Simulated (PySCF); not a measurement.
# C3H5NOSi: the cost of one run

Computed with PySCF 2.14.0, with density-fitted response routines of our own, on a single molecule in the gas phase. Atoms count from 0, in the outputs and in this text.

## (1) The starting structure

11 atoms, charge 0, multiplicity 1; geometry from: GFN2-xTB. The atoms were then displaced at random by about 0.01 Å, so the start is not that level's minimum.

Bonds of the start (Å): N0–C1 1.34, C1–O2 1.22, C1–C3 1.48, C3–C4 1.17, C4–Si5 1.85, N0–H6 1.02, N0–H7 0.99, Si5–H8 1.45, Si5–H9 1.48, Si5–H10 1.45.

## (2) Optimising the geometry at PBE0-D3(BJ)/def2-SVP

Job settings and geometry (Å):

```
{"job": {"xc": "PBE0", "basis": "def2-SVP", "d3": "d3bj", "grid": 1, "shake": 0.01, "kind": "geom"}, "charge": 0, "multiplicity": 1}
N     -2.553600     0.370180     0.427030
C     -1.723510     0.230350    -0.620810
O     -2.085990     0.248410    -1.786500
C     -0.311330     0.043870    -0.206680
C      0.817310    -0.133540     0.057820
Si     2.602940    -0.377530     0.482550
H     -3.541780     0.535760     0.229150
H     -2.243950     0.384060     1.370980
H      3.006130    -1.678520    -0.029160
H      2.712980    -0.356440     1.956370
H      3.358920     0.707570    -0.111490
```

The run is started by

```bash
$ OMP_NUM_THREADS=1 python probes_run.py task.json out
```

One launch serves the whole session: the jobs run in the order shown.

Q: Estimate the wall time and peak memory of this first job on 1 thread of Arm Neoverse V1, shared host.

About 39 s, with a peak of 0.45 GiB.
